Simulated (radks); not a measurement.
**Ce²¹⁺ in [Kr] 4d1: an all-electron calculation**

The task here is to estimate one member of a computed series from the others.

Method: non-relativistic Kohn-Sham, TASK exchange with Perdew-Wang LDA correlation, spin-unpolarised, spherical densities, point nucleus. Code: radks (a radial shooting solver on a logarithmic mesh, Libxc functionals) version 1.

**What is computed**

| Property | Result |
| --- | --- |
| element | cerium (Z = 58) |
| charge | +21 |
| electrons | 37 |
| configuration | [Kr] 4d1 |

The outer shells:

Ce²¹⁺
```
[Kr] core
4d [↑ ][  ][  ][  ][  ]
```

The first run:

The run's settings:

```text
Z 58
configuration [Kr] 4d1
relativity non-relativistic
functional task,pw
spin unpolarised
nucleus point
```

On the command line:

```console
> python run_ks.py task.json out
```

This one command runs every case of the session in turn.

One of the session's tables, all rows but one given; the rest of the session is left out.

It belongs to the step «Orbitals and density». Radial moments (bohr):

```
level      <r>  outermost maximum (interpolated)  90 % within  nodes
   1s  0.02621                            0.0174       0.0466      0
   2s   0.1121                            0.0955        0.172      1
   2p  0.09528                            0.0745        0.154      0
   3s        ?                                 ?            ?      ?
   3p   0.2807                             0.254        0.419      1
   3d   0.2508                             0.205        0.390      0
   4s   0.6177                             0.596        0.874      3
   4p   0.6236                             0.599        0.890      2
   4d   0.6300                             0.597        0.917      1
```

**Question.** Estimate the row for 3s.

The run gave: <r>: 0.2912; outermost maximum (interpolated): 0.268; 90 % within: 0.425; nodes: 2. In the column «<r>» it lies between 3p (0.2807) and 4s (0.6177).

Caveats from the session: Relativity is left out here, which matters for elements this heavy. Spin polarisation and multiplet splitting are left out.
